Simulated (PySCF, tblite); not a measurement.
# C₃H₆O₂SSi: geometry, infrared bands and NMR shifts

Aim: predict the infrared bands and NMR shifts of C₃H₆O₂SSi (`O[SiH2][C@@H]1COC1=S`).

The runs use tblite 0.8.0 and PySCF 2.14.0, with density-fitted response routines of our own; the level of theory stands in each step. All values are computed, except where a source is named. Atoms are numbered from 0 throughout.

### Step 1. The molecule as given

13 atoms, charge 0, multiplicity 1; geometry from: force field or distance geometry start.

Bonds of the start (Å): O0–Si1 1.68, Si1–C2 1.87, C2–C3 1.53, C3–O4 1.45, O4–C5 1.35, C5–S6 1.63, C5–C2 1.50, O0–H7 0.97, Si1–H8 1.48, Si1–H9 1.47, C2–H10 1.10, C3–H11 1.10, C3–H12 1.11.

### Step 2. Optimising the geometry with GFN2-xTB

What the job is given:

```
{"job": {"kind": "relax", "xc": "GFN2-xTB", "basis": "xTB"}, "charge": 0, "multiplicity": 1}
O      2.020700     0.420500     1.481600
Si     1.252800     0.525800    -0.004000
C     -0.604000     0.316200     0.112400
C     -1.095300    -1.101600     0.415400
O     -1.717400    -1.185600    -0.891500
C     -1.315700     0.064500    -1.186600
S     -1.669200     0.903300    -2.536900
H      2.936900     0.742000     1.509800
H      1.865400    -0.526300    -0.850000
H      1.621600     1.834000    -0.561400
H     -1.101400     1.091000     0.712100
H     -0.349400    -1.900400     0.552700
H     -1.849300    -1.182700     1.228600
```

On the command line:

```
$ OMP_NUM_THREADS=1 python probes_run.py task.json out
```

The driver reads the jobs from task.json and runs them one after another.

**Question.** This job is followed by: GFN2-xTB harmonic vibrations, gas phase; GIAO PBE0/pcSseg-1 NMR shielding, non-relativistic, gas phase. Predict these results of the whole session: strongest single infrared mode (GFN2-xTB); zero-point energy (GFN2-xTB); ¹³C shifts against TMS (PBE0/pcSseg-1); ¹H shifts against TMS (PBE0/pcSseg-1); ¹⁷O shifts against H2O (PBE0/pcSseg-1); ²⁹Si shifts against TMS (PBE0/pcSseg-1); ³³S shifts against CS2 (PBE0/pcSseg-1).

**Answer**, as computed:

```
                                 quantity                                   value
strongest single infrared mode (GFN2-xTB)                   1363 cm⁻¹, 401 km/mol
             zero-point energy (GFN2-xTB)                           53.2 kcal/mol
   ¹³C shifts against TMS (PBE0/pcSseg-1)                   227.3, 69.5, 52.3 ppm
    ¹H shifts against TMS (PBE0/pcSseg-1)  5.21, 5.01, 5.01, 4.82, 3.69, 0.94 ppm
   ¹⁷O shifts against H2O (PBE0/pcSseg-1)                         336.8, 11.2 ppm
  ²⁹Si shifts against TMS (PBE0/pcSseg-1)                               -15.1 ppm
   ³³S shifts against CS2 (PBE0/pcSseg-1)                                 377 ppm
```

In words: The optimisation took 41 steps and gained 0.211 eV; among the close pairs (by a distance rule), O0–Si1 changed most, from 1.676 to 1.622 Å. No mode is imaginary among the 33: a minimum at this level. The strongest single mode, at 1363 cm⁻¹, moves mainly C5. Unscaled tight-binding wavenumbers are off by several per cent, some by more. Its intensities can rank the bands wrongly. C5 (thiocarbonyl carbon) lies farthest downfield among carbon, at 227.3 ppm; the small n→π* gap of C=S deshields it strongly. At PBE0/pcSseg-1: Shielding is most anisotropic at S6 (span 857 ppm, paramagnetic term -930 ppm).
